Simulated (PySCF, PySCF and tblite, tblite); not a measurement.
**C₅H₉NOSi: a path driven as rotation about a bond, and NMR exchange**

Aim: the barrier and rate of rotation about a bond in C₅H₉NOSi (`Cc1coc(N[SiH3])c1`), and what it does to NMR lines.

Computed with tblite 0.8.0 (tight binding) and PySCF 2.14.0 (DFT, with response routines of our own); each step states its level. Atoms count from 0 throughout.

## 1. The molecule as given

17 atoms, charge 0, multiplicity 1; geometry from: force field or distance geometry start.

Bonds of the start (Å): C0–C1 1.49, C0–H10 1.09, C0–H8 1.10, C0–H9 1.09, C1–C2 1.37, C1–C7 1.42, C2–H11 1.08, C2–O3 1.37, C4–C7 1.38, C4–N5 1.35, C7–H16 1.08, N5–H12 1.01, N5–Si6 1.68, O3–C4 1.37, Si6–H13 1.48, Si6–H14 1.48, Si6–H15 1.49.

## 2. GFN2-xTB relaxation, start minimum

What the job is given:

```
{"job": {"xc": "GFN2-xTB", "basis": "xTB", "kind": "relax"}, "charge": 0, "multiplicity": 1}
C      3.146200    -0.140300    -0.021900
C      1.670500     0.098700    -0.036000
C      1.030600     1.303900     0.017400
O     -0.324500     1.139800    -0.009000
C     -0.556900    -0.208600    -0.041100
N     -1.832300    -0.647900    -0.072800
Si    -3.300800     0.161300    -0.120700
C      0.649200    -0.880900    -0.060000
H      3.515500    -0.189000     1.008000
H      3.382700    -1.079900    -0.517000
H      3.661400     0.667400    -0.542800
H      1.349800     2.332400     0.055500
H     -1.960100    -1.646400    -0.147000
H     -3.376500     1.146600     0.979700
H     -3.479500     0.787900    -1.448100
H     -4.345600    -0.877500     0.083600
H      0.763200    -1.955400    -0.095100
```

Launch:

```
$ OMP_NUM_THREADS=1 python ens_run.py task.json out
```

This one command runs the whole study; its stages follow in the order run.

The program printed:

```text
step      E/eV     max force
  0    -654.02678    2.293
  1    -654.11276    0.985
  2    -654.13321    0.547
  3    -654.14836    0.420
  4    -654.15952    0.359
  5    -654.16736    0.275
  6    -654.17377    0.201
  7    -654.17708    0.133
  8    -654.17933    0.134
  9    -654.18116    0.111
 10    -654.18299    0.112
 11    -654.18463    0.109
 12    -654.18592    0.095
 13    -654.18687    0.093
 14    -654.18774    0.081
 15    -654.18877    0.087
 16    -654.19007    0.087
 17    -654.19159    0.110
 18    -654.19328    0.140
 19    -654.19500    0.138
 20    -654.19653    0.116
 21    -654.19773    0.096
 22    -654.19878    0.093
 23    -654.20002    0.101
 24    -654.20169    0.127
 25    -654.20370    0.115
 26    -654.20551    0.100
 27    -654.20686    0.078
 28    -654.20785    0.068
 29    -654.20865    0.069
 30    -654.20943    0.069
 31    -654.21022    0.078
 32    -654.21104    0.082
 33    -654.21183    0.077
 34    -654.21242    0.049
 35    -654.21276    0.038
 36    -654.21299    0.038
 37    -654.21323    0.040
 38    -654.21352    0.048
 39    -654.21382    0.055
 40    -654.21412    0.045
 41    -654.21443    0.049
 42    -654.21475    0.047
 43    -654.21503    0.039
 44    -654.21525    0.031
 45    -654.21541    0.036
 46    -654.21553    0.032
 47    -654.21563    0.028
 48    -654.21574    0.027
 49    -654.21587    0.032
 50    -654.21603    0.036
 51    -654.21619    0.034
 52    -654.21634    0.039
 53    -654.21652    0.043
 54    -654.21681    0.060
 55    -654.21724    0.065
 56    -654.21772    0.049
 57    -654.21810    0.040
 58    -654.21839    0.042
 59    -654.21873    0.056
 60    -654.21923    0.066
 61    -654.21980    0.061
 62    -654.22022    0.037
 63    -654.22048    0.033
 64    -654.22068    0.042
 65    -654.22090    0.030
 66    -654.22108    0.045
 67    -654.22128    0.045
 68    -654.22146    0.033
 69    -654.22162    0.026
 70    -654.22170    0.026
 71    -654.22176    0.023
 72    -654.22181    0.021
 73    -654.22186    0.021
 74    -654.22194    0.018
 75    -654.22200    0.015
 76    -654.22203    0.016
 77    -654.22207    0.018
 78    -654.22212    0.019
 79    -654.22219    0.019
 80    -654.22226    0.019
 81    -654.22233    0.023
 82    -654.22242    0.024
 83    -654.22254    0.026
 84    -654.22265    0.023
 85    -654.22273    0.017
 86    -654.22278    0.016
 87    -654.22283    0.014
 88    -654.22287    0.013
 89    -654.22290    0.013
 90    -654.22292    0.016
 91    -654.22295    0.014
 92    -654.22300    0.014
 93    -654.22304    0.015
 94    -654.22308    0.015
 95    -654.22311    0.016
 96    -654.22316    0.017
 97    -654.22321    0.018
 98    -654.22326    0.019
 99    -654.22331    0.018
100    -654.22337    0.021
101    -654.22346    0.024
102    -654.22359    0.030
103    -654.22374    0.028
104    -654.22386    0.021
105    -654.22388    0.051
106    -654.22396    0.019
107    -654.22402    0.016
108    -654.22411    0.014
109    -654.22420    0.016
110    -654.22427    0.018
111    -654.22433    0.018
112    -654.22438    0.017
113    -654.22444    0.019
114    -654.22448    0.019
115    -654.22454    0.018
116    -654.22459    0.015
117    -654.22463    0.013
118    -654.22466    0.014
119    -654.22468    0.014
120    -654.22471    0.016
121    -654.22474    0.013
122    -654.22476    0.009
123    -654.22477    0.006
124    -654.22477    0.006
125    -654.22478    0.005
126    -654.22479    0.004
127    -654.22479    0.003
128    -654.22479    0.003
129    -654.22479    0.003
```

It took 0.83 s on 1 thread of Arm Neoverse V1, shared host.

The energy fell by 0.198 eV, and the atoms moved 0.27 Å (root mean square).

## 3. Relaxed scan, rotation

What the job is given:

```
{"job": {"xc": "GFN2-xTB", "basis": "xTB", "coordinate": [["t", [3, 4, 5, 6], 0.25], ["t", [3, 4, 5, 12], 0.25], ["t", [7, 4, 5, 6], 0.25], ["t", [7, 4, 5, 12], 0.25]], "kind": "drive"}, "charge": 0, "multiplicity": 1}
C      3.094382    -0.074484    -0.011614
C      1.615800     0.094923    -0.047996
C      0.912128     1.251632    -0.149303
O     -0.428701     1.001930    -0.149445
C     -0.571575    -0.331210    -0.046783
N     -1.852134    -0.808849    -0.025469
Si    -3.221962     0.249347    -0.105867
C      0.644495    -0.947035     0.019272
H      3.397569    -0.558028     0.916145
H      3.424448    -0.701028    -0.839176
H      3.587617     0.891267    -0.082563
H      1.214470     2.275981    -0.225781
H     -1.915181    -1.808818     0.049341
H     -3.202524     1.167865     1.033196
H     -3.196022     0.993370    -1.365461
H     -4.342874    -0.687459    -0.040703
H      0.833066    -1.997375     0.104985
```

The program printed:

```text
point  coordinate     E/eV
  0    104.100     -654.20700
  1    118.900     -654.15799
  2    133.900     -654.09159
  3    149.000     -654.02744
  4    164.200     -653.98555
  5    179.500     -653.97614
  6    194.800     -653.99764
  7    209.900     -654.03924
  8    224.900     -654.08545
  9    239.800     -654.13925
 10    254.800     -654.19190
 11    269.400     -654.20705
```

Wall time 4.3 s (1 thread of Arm Neoverse V1, shared host).

The highest point is number 5, 5.3 kcal/mol above the first.

## 4. Nudged elastic band, leg 1

The job, as its differences from that of step 3:

```diff
@@ -1,2 +1,2 @@
-{"job": {"xc": "GFN2-xTB", "basis": "xTB", "coordinate": [["t", [3, 4, 5, 6], 0.25], ["t", [3, 4, 5, 12], 0.25], ["t", [7, 4, 5, 6], 0.25], ["t", [7, 4, 5, 12], 0.25]], "kind": "drive"}, "charge": 0, "multiplicity": 1}
+{"job": {"xc": "GFN2-xTB", "basis": "xTB", "kind": "neb"}, "charge": 0, "multiplicity": 1}
 C      3.094382    -0.074484    -0.011614
```

The program printed:

```text
image   E - E0 / eV
  0       0.0000
  1       0.0975
  2       0.2424
  3       0.2067
  4       0.1080
  5       0.0437
  6       0.0138
```

Run time: 1.6 s. Hardware: 1 thread of Arm Neoverse V1, shared host; peak memory 0.2 GiB.

The highest point is number 2, 5.6 kcal/mol above the first.

## 5. Saddle search, leg 1

What the job is given:

```
{"job": {"xc": "GFN2-xTB", "basis": "xTB", "kind": "saddle"}, "charge": 0, "multiplicity": 1}
C      3.030308    -0.075098    -0.308027
C      1.599840     0.109799     0.058867
C      1.006349     1.220216     0.574088
O     -0.312632     1.014713     0.780613
C     -0.575848    -0.258169     0.391107
N     -1.879618    -0.729767     0.454348
Si    -3.142834     0.067262    -0.422566
C      0.560155    -0.853785    -0.063900
H      3.543969    -0.678853     0.439657
H      3.108248    -0.586984    -1.264712
H      3.527963     0.888444    -0.374091
H      1.399385     2.182883     0.834261
H     -2.109052    -1.151303     1.343167
H     -3.546635     1.375915     0.107562
H     -2.609550     0.211770    -1.773378
H     -4.247899    -0.884041    -0.339170
H      0.647849    -1.853003    -0.437825
```

The program printed:

```text
step      E/eV     max force
  0    -653.98236   0.0496
  1    -653.98222   0.0580
  2    -653.97976   0.1497
  3    -653.98228   0.0364
  4    -653.98178   0.0507
  5    -653.98146   0.0632
  6    -653.98194   0.0470
  7    -653.98221   0.0361
  8    -653.98243   0.0333
  9    -653.98253   0.0114
 10    -653.98227   0.0818
 11    -653.98260   0.0115
 12    -653.98260   0.0014
lowest wavenumbers (cm-1): -87.0 84.3 92.9 115.2 205.9 253.5
```

Wall time 5.3 s (1 thread of Arm Neoverse V1, shared host); peak memory 0.2 GiB.

Point group C1; 1 imaginary mode, 87i cm⁻¹, carried by Si6, O3, H12, N5. Steps downhill from it reached both ends.

## 6. Saddle search, other pyramid

What the job is given:

```
{"job": {"xc": "GFN2-xTB", "basis": "xTB", "kind": "saddle"}, "charge": 0, "multiplicity": 1}
C      3.019606    -0.056283    -0.329906
C      1.596572     0.123415     0.067984
C      1.017874     1.216151     0.634124
O     -0.298857     1.009807     0.854003
C     -0.575455    -0.247422     0.422599
N     -1.879690    -0.719955     0.495423
Si    -2.271206    -2.040404     1.549876
C      0.549640    -0.831638    -0.070725
H      3.461278    -0.892948     0.209755
H      3.090382    -0.270169    -1.395404
H      3.589845     0.842983    -0.112490
H      1.417966     2.168051     0.921985
H     -2.353956    -0.691286    -0.396852
H     -1.626102    -3.315906     1.215526
H     -1.841690    -1.604149     2.876341
H     -3.720990    -2.150095     1.407366
H      0.625206    -1.817057    -0.481262
```

The program printed:

```text
step      E/eV     max force
  0    -653.90513   0.3292
  1    -653.92379   0.1597
  2    -653.92700   0.1570
  3    -653.92963   0.0687
  4    -653.92577   0.7172
  5    -653.93082   0.1083
  6    -653.93191   0.0552
  7    -653.93238   0.0422
  8    -653.93353   0.0965
  9    -653.93312   0.0284
 10    -653.93351   0.0408
 11    -653.93479   0.0269
 12    -653.93731   0.0318
 13    -653.94004   0.0480
 14    -653.94385   0.0426
 15    -653.95002   0.1204
 16    -653.94613   0.0181
 17    -653.94963   0.0230
 18    -653.95353   0.0276
 19    -653.95672   0.0478
 20    -653.96111   0.0315
 21    -653.96669   0.0448
 22    -653.97185   0.0978
 23    -653.96849   0.0535
 24    -653.96952   0.1140
 25    -653.96873   0.0422
 26    -653.96929   0.0339
 27    -653.96992   0.0489
 28    -653.97063   0.0604
 29    -653.97110   0.0616
 30    -653.97171   0.0461
 31    -653.97286   0.0361
 32    -653.97465   0.0538
 33    -653.97654   0.0369
 34    -653.97860   0.0688
 35    -653.98046   0.0619
 36    -653.98207   0.0456
 37    -653.98244   0.0265
 38    -653.98231   0.0743
 39    -653.98259   0.0133
 40    -653.98260   0.0062
 41    -653.98261   0.0010
lowest wavenumbers (cm-1): -87.2 84.5 92.9 115.0 205.7 253.5
```

It took 9.1 s on 1 thread of Arm Neoverse V1, shared host; peak memory 0.2 GiB.

Point group C1; 1 imaginary mode, 87i cm⁻¹, carried by Si6, O3, H12, N5. Steps downhill from it reached both ends.

## 7. Shieldings, start: PBE0/pcSseg-1

What the job is given:

```
{"job": {"kind": "nmr", "xc": "PBE0", "basis": "pcSseg-1", "pop": false}, "charge": 0, "multiplicity": 1}
C      3.094382    -0.074484    -0.011614
C      1.615800     0.094923    -0.047996
C      0.912128     1.251632    -0.149303
O     -0.428701     1.001930    -0.149445
C     -0.571575    -0.331210    -0.046783
N     -1.852134    -0.808849    -0.025469
Si    -3.221962     0.249347    -0.105867
C      0.644495    -0.947035     0.019272
H      3.397569    -0.558028     0.916145
H      3.424448    -0.701028    -0.839176
H      3.587617     0.891267    -0.082563
H      1.214470     2.275981    -0.225781
H     -1.915181    -1.808818     0.049341
H     -3.202524     1.167865     1.033196
H     -3.196022     0.993370    -1.365461
H     -4.342874    -0.687459    -0.040703
H      0.833066    -1.997375     0.104985
```

The program printed:

```text
coarse grid: 14784 points
cycle   1  E = -614.7413853112  dE =  1.393e+00  |g| = 5.496e-01  |ddm| = 3.934e+00
cycle   2  E = -614.7178930573  dE =  2.349e-02  |g| = 6.611e-01  |ddm| = 1.026e+00
cycle   3  E = -614.8075999224  dE = -8.971e-02  |g| = 8.186e-02  |ddm| = 5.402e-01
cycle   4  E = -614.8087158508  dE = -1.116e-03  |g| = 3.806e-02  |ddm| = 9.082e-02
cycle   5  E = -614.8090178636  dE = -3.020e-04  |g| = 9.947e-03  |ddm| = 3.868e-02
cycle   6  E = -614.8090376107  dE = -1.975e-05  |g| = 3.551e-03  |ddm| = 1.099e-02
cycle   7  E = -614.8090403973  dE = -2.787e-06  |g| = 6.331e-04  |ddm| = 3.295e-03
final grid: 138520 points
cycle   8  E = -614.8627659491  dE = -2.502e-05  |g| = 1.205e-02  |ddm| = 3.478e-02
cycle   9  E = -614.8627226956  dE =  4.325e-05  |g| = 1.945e-02  |ddm| = 2.170e-02
cycle  10  E = -614.8627926717  dE = -6.998e-05  |g| = 2.269e-03  |ddm| = 1.433e-02
cycle  11  E = -614.8627938760  dE = -1.204e-06  |g| = 3.185e-04  |ddm| = 2.262e-03
cycle  12  E = -614.8627938939  dE = -1.797e-08  |g| = 1.497e-04  |ddm| = 3.906e-04
cycle  13  E = -614.8627938995  dE = -5.597e-09  |g| = 2.247e-05  |ddm| = 1.637e-04
cycle  14  E = -614.8627938996  dE = -8.208e-11  |g| = 1.314e-05  |ddm| = 3.442e-05
converged SCF energy = -614.8627938996

GIAO shielding tensors (ppm)
atom      isotropic    diamagn.    paramagn.     s11        s22        s33       span
  0 C      174.069     242.936     -68.868    162.184    170.679    189.342     27.158
  1 C       56.734     266.322    -209.589    -27.692     46.277    151.617    179.309
  2 C       53.418     250.690    -197.271    -12.347     75.498     97.104    109.452
  3 O       71.059     401.368    -330.309    -30.657     27.672    216.163    246.820
  4 C       24.631     252.903    -228.273    -47.894     33.822     87.964    135.857
  5 N      212.171     326.828    -114.657    156.292    200.820    279.402    123.110
  6 Si     414.436     879.680    -465.244    373.065    410.890    459.354     86.289
  7 C       96.657     253.836    -157.179     38.937    102.102    148.931    109.994
  8 H       29.517      27.426       2.092     24.809     27.634     36.109     11.300
  9 H       29.519      27.284       2.235     24.805     27.641     36.111     11.306
 10 H       29.680      27.323       2.357     24.788     28.580     35.673     10.885
 11 H       24.897      32.613      -7.717     21.923     26.025     26.742      4.819
 12 H       28.645      34.272      -5.627     19.976     28.434     37.526     17.550
 13 H       26.789      29.056      -2.266     23.423     24.950     31.995      8.572
 14 H       26.784      28.962      -2.178     23.414     24.931     32.007      8.594
 15 H       27.208      28.140      -0.932     23.676     25.750     32.198      8.523
 16 H       26.506      35.242      -8.736     23.241     27.442     28.834      5.593
```

It took 24 s on 1 thread of Arm Neoverse V1, shared host; peak memory 0.9 GiB.

Key values: HOMO -5.37 eV, LUMO 0.53 eV; dipole 1.20 D.

## 8. Shieldings, saddle of leg 1: PBE0/pcSseg-1

What the job is given:

```
{"job": {"kind": "nmr", "xc": "PBE0", "basis": "pcSseg-1", "pop": false}, "charge": 0, "multiplicity": 1}
C      3.019606    -0.056283    -0.329906
C      1.596572     0.123415     0.067984
C      1.017874     1.216151     0.634124
O     -0.298857     1.009807     0.854003
C     -0.575455    -0.247422     0.422599
N     -1.879690    -0.719955     0.495423
Si    -3.125715     0.007201    -0.467597
C      0.549640    -0.831638    -0.070725
H      3.461278    -0.892948     0.209755
H      3.090382    -0.270169    -1.395404
H      3.589845     0.842983    -0.112490
H      1.417966     2.168051     0.921985
H     -2.135437    -1.013114     1.428459
H     -3.415296     1.411511    -0.153098
H     -2.649877    -0.101038    -1.844613
H     -4.288043    -0.829493    -0.179237
H      0.625206    -1.817057    -0.481262
```

The program printed:

```text
coarse grid: 14784 points
cycle   1  E = -614.7379714105  dE =  1.356e+00  |g| = 5.499e-01  |ddm| = 3.883e+00
cycle   2  E = -614.7152052275  dE =  2.277e-02  |g| = 6.644e-01  |ddm| = 9.775e-01
cycle   3  E = -614.8034097107  dE = -8.820e-02  |g| = 7.096e-02  |ddm| = 5.188e-01
cycle   4  E = -614.8042485912  dE = -8.389e-04  |g| = 3.282e-02  |ddm| = 7.961e-02
cycle   5  E = -614.8044718670  dE = -2.233e-04  |g| = 9.305e-03  |ddm| = 3.504e-02
cycle   6  E = -614.8044886976  dE = -1.683e-05  |g| = 3.764e-03  |ddm| = 1.101e-02
cycle   7  E = -614.8044919564  dE = -3.259e-06  |g| = 5.928e-04  |ddm| = 3.504e-03
final grid: 138520 points
cycle   8  E = -614.8586183001  dE = -2.178e-05  |g| = 1.232e-02  |ddm| = 3.319e-02
cycle   9  E = -614.8585687914  dE =  4.951e-05  |g| = 2.046e-02  |ddm| = 2.238e-02
cycle  10  E = -614.8586459531  dE = -7.716e-05  |g| = 2.333e-03  |ddm| = 1.537e-02
cycle  11  E = -614.8586472204  dE = -1.267e-06  |g| = 3.493e-04  |ddm| = 2.353e-03
cycle  12  E = -614.8586472436  dE = -2.329e-08  |g| = 1.416e-04  |ddm| = 4.109e-04
cycle  13  E = -614.8586472486  dE = -4.969e-09  |g| = 2.547e-05  |ddm| = 1.518e-04
cycle  14  E = -614.8586472487  dE = -1.160e-10  |g| = 1.416e-05  |ddm| = 3.799e-05
converged SCF energy = -614.8586472487

GIAO shielding tensors (ppm)
atom      isotropic    diamagn.    paramagn.     s11        s22        s33       span
  0 C      173.950     243.110     -69.160    162.655    169.975    189.220     26.564
  1 C       57.812     266.859    -209.047    -23.562     43.591    153.408    176.970
  2 C       47.184     251.794    -204.610    -25.023     64.218    102.358    127.381
  3 O       25.804     401.052    -375.248   -109.757    -27.391    214.561    324.319
  4 C       27.507     253.941    -226.435    -42.971     49.395     76.095    119.066
  5 N      231.077     322.437     -91.360    187.186    231.422    274.623     87.436
  6 Si     401.635     879.868    -478.233    350.060    388.361    466.484    116.424
  7 C       73.881     253.373    -179.491     -0.095     72.986    148.754    148.849
  8 H       29.466      27.147       2.318     24.771     27.575     36.050     11.279
  9 H       29.442      27.940       1.502     24.736     27.683     35.908     11.173
 10 H       29.674      27.323       2.351     24.836     28.587     35.598     10.763
 11 H       24.661      32.371      -7.710     21.740     25.985     26.259      4.519
 12 H       29.865      31.921      -2.056     21.835     27.116     40.643     18.807
 13 H       26.809      29.089      -2.280     22.725     25.636     32.067      9.342
 14 H       27.248      29.640      -2.392     23.544     26.285     31.913      8.369
 15 H       27.051      28.461      -1.410     23.733     25.072     32.348      8.615
 16 H       25.508      34.950      -9.442     22.982     25.168     28.373      5.391
```

Run time: 32 s. Hardware: 1 thread of Arm Neoverse V1, shared host; peak memory 0.86 GiB.

This run: HOMO -6.27 eV, LUMO 0.44 eV; dipole 0.64 D.

The fields below are evaluated on a grid from the run's orbitals.

Frontier orbitals at PBE0/pcSseg-1, with the share of their density that lies nearest to each atom:

```
orbital  energy (eV)                                   lies on
   HOMO        -6.27  C2, C4 about 28 % each; C1 14 %; C7 10 %
   LUMO         0.44                 C4 21 %; C2 15 %; O3 13 %
```

ELF in a plane through or near 8 of the atoms.

Ten even steps from ' ' (0.00) to '@' (1.00):
```
                                                        
                                                        
                                                        
                  ++@@%%--                              
                  @@@@@@**    ..        ..              
                  @@@@@@##..++**==    ++%%##::          
            ..    ++@@##++++%%%%**    **@@%%==          
          %%@@++  ..==++::%%++%%--    ==##**::          
        ..@@@@%%::--####==++##**....----==--::          
          ++####++##::----::--::**##%%--  **%%%%**      
          ::++**++%%--**####++..%%**%%==..@@@@@@@@::    
          **@@@@%%====##--::%%--++%%%%++--@@@@@@@@--    
          ##@@@@##    ++**++==  --%%%%--::@@@@@@@@..    
          ::****::    %%@@@@##  ..##++    ==@@%%==      
              ..      @@@@@@%%    ::..      ::..        
                      **@@@@++                          
                        ::..                            
                                                        
                                                        
                                                        
```
The map spans 13.8 Å across and 9.8 Å up, centred on the molecule. Atoms in the plane (x, y in Å): C1 (-1.6, 0.1), C2 (-1.1, 1.3), O3 (0.3, 1.3), C4 (0.6, -0.1), C7 (-0.5, -0.8), H11 (-1.5, 2.3), H15 (4.3, -0.6), H16 (-0.5, -1.9).

On the surface of density 0.002 e/bohr³ the electrostatic potential runs, from the 1st to the 99th percentile, from -0.96 V near N5 to 1.45 V near H12.

(Part 1 of 2 ends here.)
